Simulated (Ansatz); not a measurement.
# Ta: one atom moved over a plane

This session takes Ta and sets out to map the energy of atom 1 (Ta) over a plane.

Computed with Ansatz 0.2.0 (DFT PBEsol, scalar-relativistic, plane waves, PAW, unless a step's input says otherwise).

## (1) The system as given

It takes space group P6_3/mmc (No. 194, hexagonal). Conventional cell: a = 2.900 Å, b = 2.900 Å, c = 5.166 Å, α = 90.00°, β = 90.00°, γ = 120.00°. Around Ta (site symmetry -6m2) lie 12 Ta at 2.90 to 3.08 Å.

As a file:

```
CELL_PARAMETERS angstrom
2.90037 0.00000 0.00000
-1.45019 2.51180 0.00000
0.00000 0.00000 5.16627
ATOMIC_POSITIONS crystal
Ta 0.66667 0.33333 0.75000
Ta 0.33333 0.66667 0.25000
```

It goes back to an entry of the Materials Project, which need not be the stable form.

The cell is taken as given, not relaxed at this level.

## (2) Zero of the scan

Input file input.yaml:

```yaml
crystal:
  lattice:
    - [2.9003720726, 0.0, 0.0]
    - [-1.4501860363, 2.5117958953, 0.0]
    - [0.0, 0.0, 5.166274]
  atoms:
    - { symbol: Ta, position: [0.6666666667, 0.3333333333, 0.75] }
    - { symbol: Ta, position: [0.3333333333, 0.6666666667, 0.25] }
basis:
  ecutwfc: 420
kpoints:
  mp_grid: { grid: [18, 18, 10] }
hamiltonian:
  xc: pbesol
scf:
  occupations: { method: gaussian, width: 0.15 }
output:
  forces: true
  stress: true
  eigenvalues: true
  write_density: true
  write_potential: true
  elf: true
  volumetric_format: npy
```

The run is started by

```
$ ansatz run input.yaml --threads 1 --pin off --max-ram 2560MiB --backend cpu --events-out ev --progress --plain --runs-dir out
```

The session goes on with these runs: At p = -0.450, q = -0.450; At p = -0.450, q = 0.000; At p = 0.000, q = -0.450; At p = 0.450, q = -0.450; At p = 0.450, q = 0.000; point p = -0.450, q = -0.225; At p = -0.225, q = -0.450; At p = -0.225, q = 0.000; point p = 0.000, q = -0.225; p = 0.225, q = -0.450; At p = 0.225, q = 0.000; point p = 0.450, q = -0.225; point p = -0.225, q = -0.225; At p = 0.225, q = -0.225.

Q: Predict the outcome of this session. Wanted: highest point; lowest point away from the origin.

The runs gave:

| quantity | value |
| --- | --- |
| highest point | 1.006 eV/cell at (p, q) = (-0.450, -0.450) |
| lowest point away from the origin | -0.147 eV/cell at (0.450, 0.000) |

What this shows: Of the points run, the lowest is (0.450, 0.000), 0.147 eV/cell below the undisturbed cell, which was taken as given and not relaxed at this level. Read as harmonic, the points at ±0.225 Å give force constants of -1.13 eV/Å² along p and 10.32 eV/Å² along q: the atom moves more easily along p. The runs treat Ta without spin-orbit coupling.
